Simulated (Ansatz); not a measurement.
# C2H9GaGeO: small, medium and large basis sets

An exercise on one series of results from a longer session: the logs are not shown, and one member is left open.

Method: one geometry, several basis sets; program: Ansatz 0.2.0, Gaussian basis.

Levels to be run: PBE0-D4/def2-SVP; ωB97M-V/def2-SVP; PBE0-D4/def2-QZVPP; ωB97M-V/def2-QZVPP; the functionals' def2-TZVPP values are taken from earlier runs.

## The relaxed structure

All runs share one geometry, relaxed beforehand with PBE0-D4 in a triple-zeta def2 set.

SMILES `[CH3][GeH2][O][CH2][GaH2]`, 14 atoms, charge 0, spin multiplicity 1.

Atoms are counted from 1 here; the program's logs count them from 0.

Bond lengths: C1–Ge2 1.941 Å, C1–H6 1.092 Å, C1–H7 1.090 Å, C1–H8 1.091 Å, Ge2–O3 1.801 Å, Ge2–H9 1.542 Å, Ge2–H10 1.535 Å, O3–C4 1.460 Å, C4–Ga5 1.968 Å, C4–H11 1.093 Å, C4–H12 1.091 Å, Ga5–H13 1.566 Å, Ga5–H14 1.568 Å. Angles: Ge2–C1–H6 110.2°, Ge2–C1–H7 110.0°, Ge2–C1–H8 110.0°, H6–C1–H7 108.9°, H6–C1–H8 108.6°, H7–C1–H8 109.0°, C1–Ge2–O3 107.8°, C1–Ge2–H9 111.9°, C1–Ge2–H10 113.8°, O3–Ge2–H9 106.7°, O3–Ge2–H10 104.1°, H9–Ge2–H10 112.0°, Ge2–O3–C4 119.6°, O3–C4–Ga5 79.2°, O3–C4–H11 111.8°, O3–C4–H12 110.4°, Ga5–C4–H11 118.1°, Ga5–C4–H12 122.2° and more.

As a file:

| atom | x (Å) | y (Å) | z (Å) |
| --- | --- | --- | --- |
| C1 | -1.9929 | 1.0573 | 0.7719 |
| Ge2 | -0.5785 | 1.0902 | -0.5574 |
| O3 | 0.7768 | 0.0752 | 0.0569 |
| C4 | 0.5938 | -1.3664 | 0.1936 |
| Ga5 | 2.4762 | -1.2852 | -0.3759 |
| H6 | -2.8465 | 1.6451 | 0.4296 |
| H7 | -1.6312 | 1.4735 | 1.7125 |
| H8 | -2.3224 | 0.0313 | 0.9402 |
| H9 | -1.0286 | 0.4655 | -1.8930 |
| H10 | 0.0523 | 2.4756 | -0.7550 |
| H11 | -0.1437 | -1.7516 | -0.5160 |
| H12 | 0.3065 | -1.6172 | 1.2152 |
| H13 | 3.5879 | -1.0322 | 0.6974 |
| H14 | 2.7503 | -1.2610 | -1.9200 |

Set-up of the first run:

Input file in.yaml:

```yaml
crystal:
  periodic: [false, false, false]
  atoms:
    - {symbol: C, position_ang: [-1.992922, 1.057280, 0.771941]}
    - {symbol: Ge, position_ang: [-0.578472, 1.090210, -0.557379]}
    - {symbol: O, position_ang: [0.776819, 0.075163, 0.056902]}
    - {symbol: C, position_ang: [0.593759, -1.366439, 0.193559]}
    - {symbol: Ga, position_ang: [2.476215, -1.285242, -0.375915]}
    - {symbol: H, position_ang: [-2.846530, 1.645133, 0.429583]}
    - {symbol: H, position_ang: [-1.631226, 1.473514, 1.712490]}
    - {symbol: H, position_ang: [-2.322440, 0.031253, 0.940248]}
    - {symbol: H, position_ang: [-1.028579, 0.465548, -1.892957]}
    - {symbol: H, position_ang: [0.052346, 2.475576, -0.754983]}
    - {symbol: H, position_ang: [-0.143688, -1.751615, -0.516041]}
    - {symbol: H, position_ang: [0.306519, -1.617218, 1.215227]}
    - {symbol: H, position_ang: [3.587945, -1.032197, 0.697360]}
    - {symbol: H, position_ang: [2.750254, -1.260957, -1.920043]}
basis:
  gaussian: {orbitals: def2-SVP}
hamiltonian: {xc: pbe0, dispersion: d4}
output: {orbitals: {seedname: orbitals}}
```

Among the steps run: PBE0-D4 in def2-SVP; ωB97M-V in def2-SVP; PBE0-D4 in def2-QZVPP; ωB97M-V in def2-QZVPP.

One table of the session follows, with a row left open; its other results are not shown here.

It belongs to the step «Density functionals: the series». 

| functional | basis | HOMO (eV) |
| --- | --- | --- |
| PBE0-D4 | def2-SVP | -6.88 |
| PBE0-D4 | def2-TZVPP | -6.90 |
| PBE0-D4 | def2-QZVPP | -6.90 |
| ωB97M-V | def2-SVP | ? |
| ωB97M-V | def2-TZVPP | -9.13 |
| ωB97M-V | def2-QZVPP | -9.13 |

Q: Estimate the row for ωB97M-V, def2-SVP from the others.

As computed: HOMO (eV): -9.09. In the column «HOMO (eV)» it lies between ωB97M-V, def2-QZVPP (-9.13) and PBE0-D4, def2-TZVPP (-6.90).
